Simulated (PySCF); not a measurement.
# CH6B2S: the cost of one run

Programs: PySCF 2.14.0, with density-fitted response routines of our own. Each step states its level of theory. These are calculated values for one molecule in the gas phase, unless marked as measured. Atoms count from 0, in the outputs and in this text.

## (1) The starting structure

10 atoms, charge 0, multiplicity 1; geometry from: GFN2-xTB. The atoms were then displaced at random by about 0.01 Å, so the start is not that level's minimum.

Bonds of the start (Å): B0–B1 1.63, B1–S2 1.75, S2–C3 1.86, B0–H4 1.15, B0–H5 1.20, B1–H6 1.17, C3–H7 1.08, C3–H8 1.05, C3–H9 1.11.

## (2) Relaxing the molecule at PBE0-D3(BJ)/def2-SVP

Job settings and geometry (Å):

```
{"job": {"xc": "PBE0", "basis": "def2-SVP", "d3": "d3bj", "grid": 1, "shake": 0.01, "kind": "geom"}, "charge": 0, "multiplicity": 1}
B     -1.531030    -0.408090     0.295640
B     -0.858340     0.068050    -1.112490
S      0.838240     0.463010    -1.292700
C      1.582090     0.230550     0.392190
H     -1.624760    -1.511480     0.620250
H     -2.016700     0.393770     1.044910
H     -1.416960     0.178810    -2.130640
H      1.417610    -0.795860     0.699590
H      2.606890     0.460490     0.363460
H      1.053390     0.899830     1.098740
```

Launch:

```console
OMP_NUM_THREADS=1 python probes_run.py task.json out
```

One launch serves the whole session: the jobs run in the order shown.

Q: Estimate the wall time and peak memory of this first job on 1 thread of Arm Neoverse N1, shared host.

About 18 s, with a peak of 0.38 GiB.
